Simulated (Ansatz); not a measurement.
# LaIr2 (Fd-3m): scan of the energy under strain from a Python script

The task is a scan of the energy under strain, for LaIr2 (Fd-3m).

Program: the Python package of Ansatz 0.2.0. Level of theory: DFT r2SCAN, plane waves, PAW. These are calculated values, not measurements.

### 1 The system

The structure is cubic, space group Fd-3m (No. 227). Conventional cell: a = 7.686 Å, b = 7.686 Å, c = 7.686 Å, α = 90.00°, β = 90.00°, γ = 90.00°. La (site symmetry -43m) is surrounded by 12 Ir at 3.19 Å and 4 La at 3.33 Å. Around Ir (site symmetry -3m) lie 6 Ir at 2.72 Å and 6 La at 3.19 Å.

No structure file is read: the coordinates are typed or built in the script.

### 2 The script

Input file strain.py:

```python
# -*- coding: utf-8 -*-
import ansatz
import matplotlib.pyplot as plt
import numpy as np

XC = 'r2SCAN'
FILLING = 'fermi_dirac'
SMEARING_WIDTH = 0.15
CUTOFF = 520
KGRID = (8, 8, 8)

VECTORS = np.array([
    [0.0, 3.843, 3.843],
    [3.843, 0.0, 3.843],
    [3.843, 3.843, 0.0],
])
SITES = [
    ('La', (0.0, 0.0, 0.0)),
    ('La', (0.25, 0.25, 0.25)),
    ('Ir', (0.625, 0.625, 0.625)),
    ('Ir', (0.125, 0.625, 0.625)),
    ('Ir', (0.625, 0.625, 0.125)),
    ('Ir', (0.625, 0.125, 0.625)),
]


def make_crystal(cell):
    crystal = ansatz.Crystal(lattice=ansatz.Lattice.of(cell))
    for symbol, position in SITES:
        crystal = crystal.atom(symbol, position)
    return crystal

values = np.linspace(-0.05, 0.05, 7)
energies = []
for d in values:
    strain = np.diag([0, 0, d])
    cell = VECTORS @ (np.eye(3) + strain)
    model = make_crystal(cell).calculation()
    model = model.functional(XC)
    model = model.occupations(FILLING, width=SMEARING_WIDTH)
    model = model.basis(CUTOFF)
    model = model.kpoints(*KGRID).stress()
    r = model.run(threads=1).report
    energies.append(r['free_energy_ev'] / len(SITES))
    s = r['stress_gpa']
    print(f'd = {d:+.4f}  stress xx yy zz xy (GPa, compression positive): {s[0][0]:8.3f} {s[1][1]:8.3f} {s[2][2]:8.3f} {s[0][1]:8.3f}')
energies = np.array(energies)

for value, e in zip(values, energies):
    print(f'strain {value:7.3f}   E - Emin = {1000 * (e - energies.min()):9.3f} meV/atom')
plt.figure(figsize=(4.5, 3))
plt.plot(values, 1000 * (energies - energies.min()), 'o-')
plt.xlabel('strain')
plt.ylabel('meV/atom')
plt.tight_layout()
plt.savefig('strain.png', dpi=100)
curvature = 2 * np.polyfit(values, energies, 3)[1]
volume = abs(np.linalg.det(VECTORS)) / len(SITES)
print(f'd2E/dd2 over the volume: {curvature / volume * 160.21766:.1f} GPa')
```

### 3 Launch

On the command line:

```
> python strain.py
```

**Question.** How much energy does this uniaxial strain cost, and what curvature follows?

As calculated:

| quantity | value |
| --- | --- |
| curvature under the strain | 261.2 GPa |
| runs compared | 7 |
| range of energy | 51.10 meV/atom |
| lowest point, strain | 0.000 |

What this shows: Against the unstrained cell the energy per atom changes by +51.10 meV at one end of the scan and +25.98 meV at the other, and its second derivative over the volume is 261.2 GPa. Caveats:
- The smearing is wide enough that free energy and stress hold a thermal part of the electrons.
- The curvature belongs to this strain pattern and to the cell's stress; it equals a single elastic constant only for simple patterns.
- In a metal a curvature from energy changes of a few meV or less hangs on mesh and smearing, in size and even in sign.
- Spin-orbit coupling, which matters for elements this heavy, is left out.
- The ions keep their fractional positions (clamped ions).
